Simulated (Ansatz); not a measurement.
This script makes an equation of state with a fit of KPt, space group P-6m2 with the Python package of Ansatz (0.2.0).

`eos_kpt.py`
```python
"""Equation of state of KPt."""

import ansatz as az
import numpy as np
from scipy.optimize import curve_fit

vectors0 = np.array([
    [3.000847, 0.0, 0.0],
    [-1.500424, 2.59881, 0.0],
    [0.0, 0.0, 5.345578],
])
sites = [
    ("K", (1 / 3, 2 / 3, 0.5)),
    ("Pt", (0.0, 0.0, 0.0)),
]


def make_crystal(cell):
    crystal = az.Crystal(lattice=az.Lattice.of(cell))
    for symbol, position in sites:
        crystal = crystal.atom(symbol, position)
    return crystal

def vinet(v, e0, v0, b0, b1):
    eta = (v / v0) ** (1 / 3)
    return e0 + 2 * b0 * v0 / (b1 - 1) ** 2 * (2 - (5 + 3 * b1 * (eta - 1) - 3 * eta) * np.exp(-1.5 * (b1 - 1) * (eta - 1)))

# uniform scaling of the cell
volumes, energies, pressures = [], [], []
for scale in np.linspace(0.95, 1.07, 5):
    cell = vectors0 * scale ** (1 / 3)
    calc = (
        make_crystal(cell).calculation()
        .functional(az.Functional.PBE)
        .occupations("fermi_dirac", width=100 * az.meV)
        .basis(470)
        .pseudopotentials("paw")
        .kpoints(11, 11, 6)
        .stress()
    )
    report = calc.run(threads=1, backend="cpu").report
    volumes.append(abs(np.linalg.det(cell)) / len(sites))
    energies.append(report["free_energy_ev"] / len(sites))
    pressures.append(np.trace(report["stress_gpa"]) / 3)
    print(f"V = {volumes[-1]:8.4f} A^3/atom  F = {energies[-1]:.5f} eV/atom  P = {pressures[-1]:8.3f} GPa")

guess = (min(energies), volumes[int(np.argmin(energies))], 0.5, 4.5)
(e0, v0, b0, b1), _ = curve_fit(vinet, np.array(volumes), np.array(energies), p0=guess, maxfev=20000)
print(f"Vinet fit: V0 = {v0:.4f} A^3/atom, B0 = {160.21766 * b0:.1f} GPa, B1 = {b1:.2f}")
print("largest residual", round(1000 * float(np.abs(vinet(np.array(volumes), e0, v0, b0, b1) - energies).max()), 3), "meV/atom")
```

Where does the minimum lie against the volume typed, and how stiff is the crystal?

A third-order Birch-Murnaghan fit through the 5 points has its minimum at 20.96 Å³ an atom, 0.6 % above the typed cell, with a bulk modulus of 59 GPa and dB/dP = 5.1. From that minimum the energy rises by 13.1 meV an atom on the compressed side and 13.8 meV on the expanded side.

What the script printed:

```console
$ python eos_kpt.py
V =  19.8019 A^3/atom  F = -7030.12848 eV/atom  P =    3.845 GPa
V =  20.4272 A^3/atom  F = -7030.13899 eV/atom  P =    1.610 GPa
V =  21.0525 A^3/atom  F = -7030.14153 eV/atom  P =   -0.254 GPa
V =  21.6779 A^3/atom  F = -7030.13742 eV/atom  P =   -1.808 GPa
V =  22.3032 A^3/atom  F = -7030.12776 eV/atom  P =   -3.100 GPa
Vinet fit: V0 = 20.9605 A^3/atom, B0 = 58.5 GPa, B1 = 5.09
largest residual 0.001 meV/atom
```

What to keep in mind:
- Absolute energies stand on the zero of these potentials, so only differences at equal settings mean something.
- Shape and fractional positions are held along the curve, so the bulk modulus is an upper value where they are free to relax, by a factor of two or more in layered or hydrogen-bonded cells.
- Pressure is positive in compression.
- Spin-orbit coupling, which matters for elements this heavy, is left out.
- This cell is a computed structure, which may not be the phase found in nature.
- Timing: 22 s on 1 thread of Arm Neoverse V1 (shared host), peak memory 0.46 GiB.
